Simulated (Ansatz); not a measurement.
# MnHg in Ansatz: the effect of starting spin order

The system is MnHg.

```xyz
2
Lattice="3.3150 0.0000 0.0000 0.0000 3.3150 0.0000 0.0000 0.0000 3.3150" Properties=species:S:1:pos:R:3 pbc="T T T"
Hg    0.0000    0.0000    0.0000
Mn    1.6575    1.6575    1.6575
```

Alike in all runs:

- Program: Ansatz 0.2.0
- Task: single point
- Functional: PBE
- Potentials or basis: Ansatz PAW
- Cutoff: 420 eV (not typed: the program's choice for these potentials)
- k mesh: 8 × 8 × 8
- Occupations: fermi-dirac, width 0.05 eV

| starting spin order | spin | starting moments | energy over the lowest run (meV/atom) | pressure (GPa) | final net moment (μB) | final largest site moment (μB) |
| --- | --- | --- | --- | --- | --- | --- |
| spin off | no spin polarisation | - | ? | ? | ? | ? |
| fm | collinear spin, ferromagnetic start | [0.0, 4.0] μB | 0.0 | 0.6 | 3.91 | 3.88 |
| random | collinear spin, random start | [0.0, 0.28] μB | 0.0 | 0.6 | 3.91 | 3.88 |

**Question.** What does the run with starting spin order spin off give?

**Answer.** Energy over the lowest run 724.0 meV/atom; pressure -15.0 GPa; final net moment 0.00 μB; final largest site moment 0.00 μB.
